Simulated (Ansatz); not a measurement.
**Lu2Al4Pt3: further runs on the relaxed cell**

The task, for Lu2Al4Pt3: relax it again with other functionals.

Method: DFT PBE, scalar-relativistic, plane waves, PAW, in Ansatz 0.2.0.

### Step 1. The structure to begin with

It takes space group Pnma (No. 62, orthorhombic). Conventional cell: a = 13.558 Å, b = 4.209 Å, c = 11.491 Å, α = 90.00°, β = 90.00°, γ = 90.00°. Lu (site symmetry m) has 5 Pt at 2.71 to 3.01 Å and 8 Al at 3.05 to 3.16 Å in its first shell of neighbours. Lu (site symmetry m) has 6 Pt at 3.02 to 3.14 Å and 10 Al at 3.28 to 3.52 Å in its first shell of neighbours. Around Al (site symmetry m) lie 4 Pt at 2.55 to 2.72 Å and 3 Al at 2.84 to 2.91 Å. Around Al (site symmetry m) lie 4 Pt at 2.51 to 2.65 Å and 4 Al at 2.84 to 2.91 Å. Al (site symmetry m) has 4 Pt at 2.55 to 2.61 Å and 2 Al at 2.91 Å in its first shell of neighbours. Al (site symmetry m) is surrounded by 4 Pt at 2.53 to 2.68 Å and 3 Al at 2.84 to 2.91 Å. Pt (site symmetry m) is surrounded by 6 Al at 2.51 to 2.72 Å and 3 Lu at 2.71 to 3.05 Å. Pt (site symmetry m) is surrounded by 5 Al at 2.55 to 2.65 Å and 4 Lu at 2.99 to 3.02 Å. Only part of the 9 independent sites is listed.

As a file:

```
CELL_PARAMETERS angstrom
13.55846 0.00000 0.00000
0.00000 4.20939 0.00000
0.00000 0.00000 11.49083
ATOMIC_POSITIONS crystal
Lu 0.48217 0.25000 0.78709
Lu 0.01783 0.75000 0.28709
Lu 0.98217 0.25000 0.71291
Lu 0.51783 0.75000 0.21291
Lu 0.20889 0.25000 0.92259
Lu 0.29111 0.75000 0.42259
Lu 0.70889 0.25000 0.57741
Lu 0.79111 0.75000 0.07741
Al 0.68003 0.25000 0.28171
Al 0.81997 0.75000 0.78171
Al 0.18003 0.25000 0.21829
Al 0.31997 0.75000 0.71829
Al 0.19806 0.25000 0.63622
Al 0.30194 0.75000 0.13622
Al 0.69806 0.25000 0.86378
Al 0.80194 0.75000 0.36378
Al 0.42784 0.25000 0.04481
Al 0.07216 0.75000 0.54481
Al 0.92784 0.25000 0.45519
Al 0.57216 0.75000 0.95519
Al 0.99876 0.25000 0.08324
Al 0.50124 0.75000 0.58324
Al 0.49876 0.25000 0.41676
Al 0.00124 0.75000 0.91676
Pt 0.87843 0.25000 0.91468
Pt 0.62157 0.75000 0.41468
Pt 0.37843 0.25000 0.58532
Pt 0.12157 0.75000 0.08532
Pt 0.36526 0.25000 0.25512
Pt 0.13474 0.75000 0.75512
Pt 0.86526 0.25000 0.24488
Pt 0.63474 0.75000 0.74488
Pt 0.61903 0.25000 0.06793
Pt 0.88097 0.75000 0.56793
Pt 0.11903 0.25000 0.43207
Pt 0.38097 0.75000 0.93207
```

This cell was relaxed beforehand with the same method: volume 18.22 Å³/atom, gap on the mesh none (metal).

### Step 2. Relaxing with PBEsol

File input.yaml:

```yaml
crystal:
  lattice:
    - [13.5584621723, 0.0, 0.0]
    - [0.0, 4.2093915426, 0.0]
    - [0.0, 0.0, 11.4908331474]
  atoms:
    - { symbol: Lu, position: [0.4821698915, 0.25, 0.7870879045] }
    - { symbol: Lu, position: [0.0178301085, 0.75, 0.2870879045] }
    - { symbol: Lu, position: [0.9821698915, 0.25, 0.7129120955] }
    - { symbol: Lu, position: [0.5178301085, 0.75, 0.2129120955] }
    - { symbol: Lu, position: [0.2088873236, 0.25, 0.922588158] }
    - { symbol: Lu, position: [0.2911126764, 0.75, 0.422588158] }
    - { symbol: Lu, position: [0.7088873236, 0.25, 0.577411842] }
    - { symbol: Lu, position: [0.7911126764, 0.75, 0.077411842] }
    - { symbol: Al, position: [0.6800326327, 0.25, 0.2817099403] }
    - { symbol: Al, position: [0.8199673673, 0.75, 0.7817099403] }
    - { symbol: Al, position: [0.1800326327, 0.25, 0.2182900597] }
    - { symbol: Al, position: [0.3199673673, 0.75, 0.7182900597] }
    - { symbol: Al, position: [0.1980587582, 0.25, 0.6362229389] }
    - { symbol: Al, position: [0.3019412418, 0.75, 0.1362229389] }
    - { symbol: Al, position: [0.6980587582, 0.25, 0.8637770611] }
    - { symbol: Al, position: [0.8019412418, 0.75, 0.3637770611] }
    - { symbol: Al, position: [0.4278388489, 0.25, 0.0448103839] }
    - { symbol: Al, position: [0.0721611511, 0.75, 0.5448103839] }
    - { symbol: Al, position: [0.9278388489, 0.25, 0.4551896161] }
    - { symbol: Al, position: [0.5721611511, 0.75, 0.9551896161] }
    - { symbol: Al, position: [0.998762701, 0.25, 0.0832439885] }
    - { symbol: Al, position: [0.501237299, 0.75, 0.5832439885] }
    - { symbol: Al, position: [0.498762701, 0.25, 0.4167560115] }
    - { symbol: Al, position: [0.001237299, 0.75, 0.9167560115] }
    - { symbol: Pt, position: [0.8784342419, 0.25, 0.9146805417] }
    - { symbol: Pt, position: [0.6215657581, 0.75, 0.4146805417] }
    - { symbol: Pt, position: [0.3784342419, 0.25, 0.5853194583] }
    - { symbol: Pt, position: [0.1215657581, 0.75, 0.0853194583] }
    - { symbol: Pt, position: [0.365255319, 0.25, 0.2551176207] }
    - { symbol: Pt, position: [0.134744681, 0.75, 0.7551176207] }
    - { symbol: Pt, position: [0.865255319, 0.25, 0.2448823793] }
    - { symbol: Pt, position: [0.634744681, 0.75, 0.7448823793] }
    - { symbol: Pt, position: [0.6190347426, 0.25, 0.0679339459] }
    - { symbol: Pt, position: [0.8809652574, 0.75, 0.5679339459] }
    - { symbol: Pt, position: [0.1190347426, 0.25, 0.4320660541] }
    - { symbol: Pt, position: [0.3809652574, 0.75, 0.9320660541] }
basis:
  ecutwfc: 420
kpoints:
  mp_grid: { grid: [4, 8, 4] }
hamiltonian:
  xc: pbesol
scf:
  occupations: { method: gaussian, width: 0.1 }
output:
  forces: true
  stress: true
  eigenvalues: true
relax:
  adjacent_minimum: "off"
  f_tol: 0.005
  max_steps: 50
  cell: { stress_tol: 0.05 }
```

On the command line:

```bash
ansatz run input.yaml --threads 8 --pin off --max-ram 22528MiB --backend cpu --events-out ev --progress --plain --runs-dir out
```

### Step 3. The cell under PBE+D3(BJ)

input.yaml, as its differences from that of step 2:

```diff
@@ -47,3 +47,4 @@
 hamiltonian:
-  xc: pbesol
+  xc: pbe
+  dispersion: d3bj
 scf:
@@ -54,2 +55,6 @@
   eigenvalues: true
+  write_density: true
+  write_potential: true
+  elf: true
+  volumetric_format: npy
 relax:
```

### Step 4. Relaxing with LDA

input.yaml, as its differences from that of step 3:

```diff
@@ -47,4 +47,3 @@
 hamiltonian:
-  xc: pbe
-  dispersion: d3bj
+  xc: lda
 scf:
@@ -55,6 +54,2 @@
   eigenvalues: true
-  write_density: true
-  write_potential: true
-  elf: true
-  volumetric_format: npy
 relax:
```

### Step 5. The cell under r2SCAN

input.yaml, as its differences from that of step 4:

```diff
@@ -43,3 +43,3 @@
 basis:
-  ecutwfc: 420
+  ecutwfc: 500
 kpoints:
@@ -47,3 +47,3 @@
 hamiltonian:
-  xc: lda
+  xc: r2scan
 scf:
```

(Steps that only read results are left out.)

Q: Predict the outcome of this session.

The runs gave:

The volumes rise in the order LDA, PBE+D3(BJ), PBEsol, r2SCAN, PBE, over 6.0 %. Spin-orbit coupling is left out for Lu, Pt.
